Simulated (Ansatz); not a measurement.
**CH4GeOS: up Jacob's ladder to CCSD(T)**

One table from this session's results is given with a row withheld; the runs are named, their logs left out.

The runs use Ansatz 0.2.0, Gaussian basis; functionals in def2-TZVPP, the program's frozen cores in correlated methods.

Levels to be run: PBE-D4, r2SCAN-D4, PBE0-D4, B3LYP-D4, ωB97X-V, ωB97M-V, B2PLYP; CCSD(T)/def2-TZVPP; MP2/def2-QZVPP; extrapolation to the limit.

### Structure used throughout

The geometry comes from an earlier relaxation with PBE0-D4 in a triple-zeta def2 set; it is a stationary point, not always the lowest conformer.

SMILES `C1[O][GeH2][S]1`, 8 atoms, charge 0, spin multiplicity 1.

Atoms are counted from 1 here; the program's logs count them from 0.

Bond lengths: C1–O2 1.411 Å, C1–S4 1.861 Å, C1–H5 1.093 Å, C1–H6 1.093 Å, O2–Ge3 1.800 Å, Ge3–S4 2.209 Å, Ge3–H7 1.539 Å, Ge3–H8 1.539 Å. Angles: O2–C1–S4 105.9°, O2–C1–H5 111.2°, O2–C1–H6 111.2°, S4–C1–H5 109.3°, S4–C1–H6 109.3°, H5–C1–H6 110.0°, C1–O2–Ge3 99.3°, O2–Ge3–S4 81.1°, O2–Ge3–H7 112.6°, O2–Ge3–H8 112.6°, S4–Ge3–H7 117.9°, S4–Ge3–H8 117.9°, H7–Ge3–H8 111.3°, C1–S4–Ge3 73.8°.

As a file:

```mol
CH4GeOS
  3D, bonds by distance, orders not assigned

  8  8  0  0  0  0  0  0  0  0999 V2000
   -0.3553    1.1357   -0.2120 C   0  0
    0.1452    0.4733    0.9287 O   0  0
    0.3909   -1.1661    0.2274 Ge  0  0
   -0.3914   -0.1404   -1.5664 S   0  0
    0.2993    1.9588   -0.5093 H   0  0
   -1.3684    1.5076   -0.0397 H   0  0
    1.8698   -1.5929    0.2244 H   0  0
   -0.4981   -2.2330    0.8911 H   0  0
  1  2  8  0
  2  3  8  0
  3  4  8  0
  1  5  8  0
  1  6  8  0
  3  7  8  0
  3  8  8  0
  1  4  8  0
M  END
```

The first run:

in.yaml

```yaml
crystal:
  periodic: [false, false, false]
  atoms:
    - {symbol: C, position_ang: [-0.355254, 1.135662, -0.212030]}
    - {symbol: O, position_ang: [0.145161, 0.473254, 0.928724]}
    - {symbol: Ge, position_ang: [0.390931, -1.166069, 0.227397]}
    - {symbol: S, position_ang: [-0.391402, -0.140413, -1.566425]}
    - {symbol: H, position_ang: [0.299342, 1.958827, -0.509335]}
    - {symbol: H, position_ang: [-1.368388, 1.507643, -0.039746]}
    - {symbol: H, position_ang: [1.869802, -1.592874, 0.224436]}
    - {symbol: H, position_ang: [-0.498092, -2.233030, 0.891079]}
basis:
  gaussian: {orbitals: def2-TZVPP}
hamiltonian: {xc: pbe, dispersion: d4}
output: {forces: true, orbitals: {seedname: orbitals}}
```

The run is started by

```bash
$ ansatz run in.yaml --threads 4 --pin off --events-out ev --progress --plain --max-ram 10444MiB
```

Among the steps run: PBE-D4 (GGA); r2SCAN-D4 (meta-GGA); PBE0-D4 (hybrid); B3LYP-D4 (hybrid); ωB97X-V (range-separated); ωB97M-V (range-separated); B2PLYP (double hybrid); CCSD(T) in def2-TZVPP; MP2 in def2-QZVPP.

One of the session's tables, all rows but one given; the rest of the session is left out.

It belongs to the step «Atomisation energies». 

| method | atomisation energy (eV) |
| --- | --- |
| PBE-D4 | 28.379 |
| r2SCAN-D4 | 27.915 |
| PBE0-D4 | 27.755 |
| B3LYP-D4 | 27.506 |
| ωB97X-V | 28.007 |
| ωB97M-V | 27.800 |
| B2PLYP | 27.311 |
| HF/def2-TZVPP | 18.904 |
| MP2/def2-TZVPP | ? |
| CCSD/def2-TZVPP | 26.529 |
| CCSD(T)/def2-TZVPP | 27.099 |
| MP2/CBS | 28.408 |
| CCSD(T)/CBS | 27.871 |

**Question.** Estimate the row for MP2/def2-TZVPP.

As computed: atomisation energy (eV): 27.635. In the column «atomisation energy (eV)» it lies between B3LYP-D4 (27.506) and PBE0-D4 (27.755).

Limits of these values: Free atoms (1 C, 1 O, 1 Ge, 1 S, 4 H) were run apart at each level; the atomisation energy is their sum less the molecule, without zero-point or spin-orbit terms.
